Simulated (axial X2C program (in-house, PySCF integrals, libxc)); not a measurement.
# A two-component session on RuN: properties at the nuclei

Wanted for RuN: properties at the nuclei, at the two-component level.

Computed with an in-house X2C program for linear molecules on PySCF integrals. Level: two-component X2C with atomic mean-field terms, Ru dyall-acv3z, N dyall-av3z.

All values are calculated.

### Step 1. Input

The input, task.json:

```json
{"zs": [44, 7], "q": 0, "bas": ["dyall-acv3z", "dyall-av3z"], "r0": 1.74, "levels": ["PBE0", "HF", "B3LYP"], "nst": 1, "ff": 1, "thr": -3.5, "nmax": 130, "opt": {"ecut": 60}}
```

Keys: zs atomic numbers; q charge; bas basis sets; r0 starting distance in Å; levels methods (HF also brings MP2); nst determinants followed; ff finite-field run; thr threshold in hartree for freezing inner shells (an s shell follows its p shell); nmax most natural virtual spinors; ecut virtual cutoff in hartree.

Run with:

```bash
$ python soeom.py task.json out
```

Nuclei are Gaussian, cores are contracted, and the Gaunt term is on.

### Step 2. Expectation values, lowest determinant

R = 1.543 Å. State: Ω = 1/2 (excess of +ω over −ω: ω = 1/2).

Output of the PBE0 run:

```text
two-component X2C + atomic mean field  PBE0
basis functions 216  fitting functions 1023  grid points 5071
iter        total energy     max residual
   1      -4582.956902240     1.25e-05
   2      -4582.956902249     1.85e-05
   3      -4582.956902254     7.89e-06
   4      -4582.956902261     3.41e-06
   5      -4582.956902262     1.94e-06
converged
one-electron -6524.86520658  Coulomb 1979.69626281  exact exchange -34.68831396  xc functional -106.48827345  nuclear repulsion 105.62967010  atomic mean-field constant -2.24104118
```

The highest occupied spinor is 52% Ru s, 22% N p, 11% Ru d.

| level | Eeff magnitude (GV/cm) | Ws magnitude Ru (kHz) | A∥/gI Ru (MHz) | qzz Ru (a.u.) | A∥/gI N (MHz) | qzz N (a.u.) | μ (D) |
| --- | --- | --- | --- | --- | --- | --- | --- |
| PBE0 | 0.487 | 0.495 | 5980 | 6.16 | 39.1 | -0.59 | -1.96 |
| HF | 3.97 | 3.75 | 4550 | 6.48 | -4.87 | -0.66 | -1.20 |
| B3LYP | 0.699 | 0.683 | 6000 | 6.08 | 43.1 | -0.58 | -1.93 |

Eeff is the effective electric field on the electron dipole moment in this Ω state and Ws the scalar–pseudoscalar constant (defined with the proton number Z and per Ω); A∥ is the parallel hyperfine constant, which follows by multiplying with the nuclear g factor gI = μI/(I μN); qzz is the electric field gradient, eQq0 = 234.96 MHz × Q/barn × qzz; μ is positive if N is the positive end. The operators were transformed with the bare-nucleus X2C matrices.

### Step 3. Finite-field coupled cluster

Output:

```text
two-component X2C + atomic mean field  HF
basis functions 216  fitting functions 1023  grid points 5071
iter        total energy     max residual
   1      -4580.533570677     2.59e-01
   2      -4580.559364416     1.36e-02
   3      -4580.555537085     2.49e-02
   4      -4580.563184417     3.36e-03
   5      -4580.563600882     2.16e-03
   6      -4580.563809744     1.87e-03
   7      -4580.564048170     1.45e-03
   8      -4580.564272852     1.49e-03
   9      -4580.564319661     1.48e-03
  10      -4580.563967393     1.16e-03
  11      -4580.563614379     9.75e-04
  12      -4580.563602734     5.25e-04
  13      -4580.563624751     4.20e-04
  14      -4580.563654946     3.86e-04
  15      -4580.563679833     3.40e-04
  16      -4580.563688020     3.18e-04
  17      -4580.563699517     2.86e-04
  18      -4580.563713902     2.38e-04
  19      -4580.563727681     1.84e-04
  20      -4580.563741933     1.08e-04
  21      -4580.563747620     6.09e-05
  22      -4580.563749507     3.99e-05
  23      -4580.533570677     4.46e-01
  24      -4580.559347969     1.87e-02
  25      -4580.562288487     3.59e-02
  26      -4580.563366848     1.37e-02
  27      -4580.563777731     6.28e-03
  28      -4580.564180482     1.32e-02
  29      -4580.564724815     1.18e-02
  30      -4580.565331624     5.36e-03
  31      -4580.566524107     1.08e-02
  32      -4580.568259513     2.27e-02
  33      -4580.571316330     4.88e-02
  34      -4580.573199420     2.88e-02
  35      -4580.575035655     4.59e-03
  36      -4580.575673846     1.51e-03
  37      -4580.575808426     2.04e-03
  38      -4580.575941719     1.97e-03
  39      -4580.576014566     6.45e-04
  40      -4580.576046210     3.94e-04
  41      -4580.576054551     3.72e-04
  42      -4580.576058782     2.98e-04
  43      -4580.576062141     2.26e-04
  44      -4580.576064190     1.76e-04
  45      -4580.576065230     1.21e-04
  46      -4580.576065742     5.92e-05
  47      -4580.576065995     3.36e-05
  48      -4580.576066093     3.29e-05
  49      -4580.576066128     1.44e-05
  50      -4580.576066146     1.32e-05
  51      -4580.576066159     1.25e-05
  52      -4580.576066166     8.37e-06
  53      -4580.576066168     4.22e-06
  54      -4580.576066169     2.94e-06
  55      -4580.576066170     2.68e-06
  56      -4580.576066170     1.23e-06
converged
one-electron -6523.58579048  Coulomb 1978.56491745  exact exchange -138.94382206  xc functional 0.00000000  nuclear repulsion 105.62967010  atomic mean-field constant -2.24104118
correlated 21  virtual 341  natural virtual 130  E(MP2) -0.845846272  MP2 remainder -0.033611241
iter   CCSD correlation   residual
   1     -0.714609825   3.40e-01
   2     -0.760643006   2.00e-01
   3     -0.778280775   7.57e-02
   4     -0.788071520   4.80e-02
   5     -0.793037757   2.36e-02
   6     -0.794224212   9.59e-03
   7     -0.794483192   3.78e-03
   8     -0.794653445   1.85e-03
   9     -0.794643184   1.26e-03
  10     -0.794665454   9.79e-04
  11     -0.794660512   6.50e-04
  12     -0.794655577   3.52e-04
  13     -0.794655587   1.88e-04
  14     -0.794654377   1.18e-04
  15     -0.794655224   7.87e-05
  16     -0.794658494   5.96e-05
  17     -0.794657682   4.15e-05
  18     -0.794660132   2.83e-05
  19     -0.794659582   1.72e-05
  20     -0.794659676   1.09e-05
  21     -0.794659380   7.94e-06
  22     -0.794659130   6.15e-06
  23     -0.794658981   4.85e-06
  24     -0.794658883   3.50e-06
  25     -0.794658760   2.18e-06
  26     -0.794658877   1.48e-06
  27     -0.794658874   1.03e-06
(T) -0.045113191  T1 0.1014  D1 0.2339  max T2 0.070
```

T1 in the output is the amplitude norm over the root of the electron number; divide by √2 for the Lee–Taylor value.

21 electrons correlated in 130 natural virtual spinors, MP2 remainder added; T1 = 0.072.

| level | Eeff magnitude (GV/cm) | Ws magnitude Ru (kHz) | A∥/gI Ru (MHz) | qzz Ru (a.u.) | A∥/gI N (MHz) | μ (D) |
| --- | --- | --- | --- | --- | --- | --- |
| HF | 3.97 | 3.75 | 4550 | 6.48 | -4.87 | -1.20 |
| MP2 | 3.17 | 3.07 | 8180 | 8.81 | 199 | -3.76 |
| CCSD | 0.937 | 0.902 | 6080 | 6.43 | 54.1 | -2.02 |
| CCSD(T) | 0.637 | 0.62 | 6180 | 6.34 | 55.7 | -2.09 |

### Step 4. Results

```
                       quantity                                    value
             lowest determinant  Ω = 1/2 (excess of +ω over −ω: ω = 1/2)
   Eeff magnitude (GV/cm), PBE0                                    0.487
    Ws magnitude Ru (kHz), PBE0                                    0.495
           A∥/gI Ru (MHz), PBE0                                     5980
            qzz Ru (a.u.), PBE0                                     6.16
Eeff magnitude (GV/cm), CCSD(T)                                    0.637
 Ws magnitude Ru (kHz), CCSD(T)                                     0.62
        A∥/gI Ru (MHz), CCSD(T)                                     6180
         qzz Ru (a.u.), CCSD(T)                                     6.34
```

In the first state, the effective field runs from 0.487 to 3.97 GV/cm over the mean-field levels, so the levels don't agree on it. The expectation values come from single determinants, which for open shells can mix terms of unlike spin or miss the lowest Ω, so a determinant need not be a state. Eeff is the effective electric field on the electron dipole moment in this Ω state and Ws the scalar–pseudoscalar constant (defined with the proton number Z and per Ω); A∥ is the parallel hyperfine constant, which follows by multiplying with the nuclear g factor gI = μI/(I μN); qzz is the electric field gradient, eQq0 = 234.96 MHz × Q/barn × qzz; μ is positive if N is the positive end. The operators were transformed with the bare-nucleus X2C matrices. Correlation of the inner shells is missing, which matters for properties at the nucleus.
